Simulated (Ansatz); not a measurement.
# Li+ with HO−: structure and interaction energy

An exercise on one series of results from a longer session: the logs are not shown, and one member is left open.

Program: Ansatz 0.2.0, Gaussian basis. Level of theory: PBE0-D4 structure, single points in def2-TZVPPD. These are calculated values, not measurements.

Levels: PBE-D4, revPBE-D4, BLYP-D4, r2SCAN-D4, B97M-V, PBE0-D4, B3LYP-D4, HSE06-D4, wB97X-V, wB97M-V, B2PLYP, Hartree-Fock, MP2, CCSD, CCSD(T). The reference is CCSD(T) extrapolated to the basis limit.

Correlated methods freeze the cores. The outer core shell of Li, Na, Mg and K is correlated. B3LYP uses VWN-RPA correlation. B2PLYP carries no dispersion term here.

163 further runs of the same task are left out: 163 set aside as unsound or not needed.

### The starting structure

The pair, from a GFN2-xTB docking trial: 3 atoms, charge 0, spin multiplicity 1.

Atoms are counted from 1 here; the program's logs count them from 0.

Bond lengths: Li1–O2 1.523 Å, O2–H3 0.949 Å. Angles: Li1–O2–H3 177.3°.

As a file:

```xyz
3

Li   -0.0096   -0.0684   -1.3295
O    -0.0010   -0.0068    0.1919
H     0.0106    0.0752    1.1376
```

Atoms 1 to 1 are fragment A (Li+), the rest fragment B (HO−).

The first run:

Input file pre/in.yaml:

```yaml
crystal:
  periodic: [false, false, false]
  atoms:
    - {symbol: Li, position_ang: [-0.009600, -0.068400, -1.329500]}
    - {symbol: O, position_ang: [-0.001000, -0.006800, 0.191900]}
    - {symbol: H, position_ang: [0.010600, 0.075200, 1.137600]}
basis:
  gaussian: {orbitals: def2-SVP}
hamiltonian: {xc: pbe, dispersion: d4}
relax: {f_tol: 0.03, max_steps: 250}
```

Command:

```console
ansatz run in.yaml --threads 2 --pin off --events-out ev --progress --plain --max-ram 5222MiB
```

Steps of the session up to this table: A first relaxation in a small basis; Relaxation at PBE0-D4; wB97X-V/def2-TZVPPD; wB97M-V/def2-TZVPPD; B2PLYP/def2-TZVPPD; B97M-V/def2-TZVPPD; CCSD(T)/def2-TZVPPD; CCSD(T)/def2-QZVPPD; Hartree-Fock/STO-3G; SPW92/def2-SVP; wB97M-V/def2-SVP; CCSD(T)/def2-SVP; Vibrations of the pair.

One table of the session follows, with a row left open; its other results are not shown here.

| method | interaction (kJ/mol) |
| --- | --- |
| PBE-D4 | -778.41 |
| revPBE-D4 | -770.11 |
| BLYP-D4 | -778.12 |
| r2SCAN-D4 | -776.41 |
| B97M-V | ? |
| PBE0-D4 | -790.99 |
| B3LYP-D4 | -790.76 |
| HSE06-D4 | -791.01 |
| wB97X-V | -785.84 |
| wB97M-V | -786.41 |
| B2PLYP | -783.56 |
| Hartree-Fock | -796.64 |
| MP2 | -769.01 |
| CCSD | -779.40 |
| CCSD(T) | -773.95 |
| CCSD(T)/CBS | -782.51 |

Q: Estimate the row for B97M-V from the others.

The run gave: interaction (kJ/mol): -776.87. In the column «interaction (kJ/mol)» it lies between BLYP-D4 (-778.12) and r2SCAN-D4 (-776.41).
